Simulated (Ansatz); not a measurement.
Ta, space group P6_3/mmc: a test of the smearing width, run with Ansatz's Python interface.

The script, `ta.py`:
```python
"""How the energy of Ta depends on the smearing."""

import warnings

import ansatz


def main() -> None:
    warnings.simplefilter("ignore", ansatz.DeckWarning)

    system = (
        ansatz.Lattice.of([2.900372, 0.0, 0.0], [-1.450186, 2.511796, 0.0], [0.0, 0.0, 5.166274])
        .atom("Ta", [2 / 3, 1 / 3, 0.75])
        .atom("Ta", [1 / 3, 2 / 3, 0.25])
    )

    job = (
        system.calculation()
        .functional("lda")
        .basis(550)
        .kpoints(mesh=(12, 12, 6))
        .stress()
    )

    rows = []
    for value in [0.25, 0.15, 0.1, 0.05, 0.025]:
        summary = job.occupations("fermi_dirac", width=value).run(threads=1, pin="off").report
        rows.append((value, summary["free_energy_ev"] / len(summary["lattice"]["sites"]), summary["n_iterations"], sum(summary["stress_gpa"][i][i] for i in range(3)) / 3, summary["n_kpoints"]))

    print("  width (eV)   F/atom (eV)    iterations       P (GPa)      k-points")
    for row in rows:
        print(f"{str(row[0]):>12s}  {row[1]:12.5f}  {row[2]:12d}  {row[3]:12.3f}  {row[4]:12d}")

    # differences from the last row
    for row in rows[:-1]:
        shift = 1000 * (row[1] - rows[-1][1])
        print(f"{row[0]}: {shift:+.2f} meV/atom" + ("  (within 2 meV)" if abs(shift) < 2 else ""))


if __name__ == "__main__":
    main()
```

From its runs, with one value withheld:

| width (eV) | F less the first row (meV/atom) |
| --- | --- |
| 0.025 | 0.00 |
| 0.05 | -3.41 |
| 0.1 | ? |
| 0.15 | -45.24 |
| 0.25 | -130.25 |

What is the missing value at a width of 0.1 eV?

For this scheme F falls about as the square of the width where the density of states is smooth. A straight line through the rows shown, against the width squared, has slope -2109.2 meV/eV² and intercept 1.74 meV, which gives -19.35 meV at 0.1 eV. The run gave -18.57 meV, a miss of 0.78 meV.

No spin polarisation was allowed. The mesh is modest for a metal, so energies can be off by several to tens of meV an atom and pressures by half a GPa or more; differences at equal mesh fare better. The narrowest width needs the finest mesh, so the last row is no converged reference. Pressure is positive in compression. Spin-orbit coupling, which matters for elements this heavy, is left out. At these settings the cell as given stands under about -10 GPa, so it isn't at this functional's equilibrium volume. This isn't the structure that Ta takes at ambient conditions. Run time: 13 s on 1 thread of Intel(R) Xeon(R) Processor @ 2.30GHz, on a shared host, peak memory 0.52 GiB.
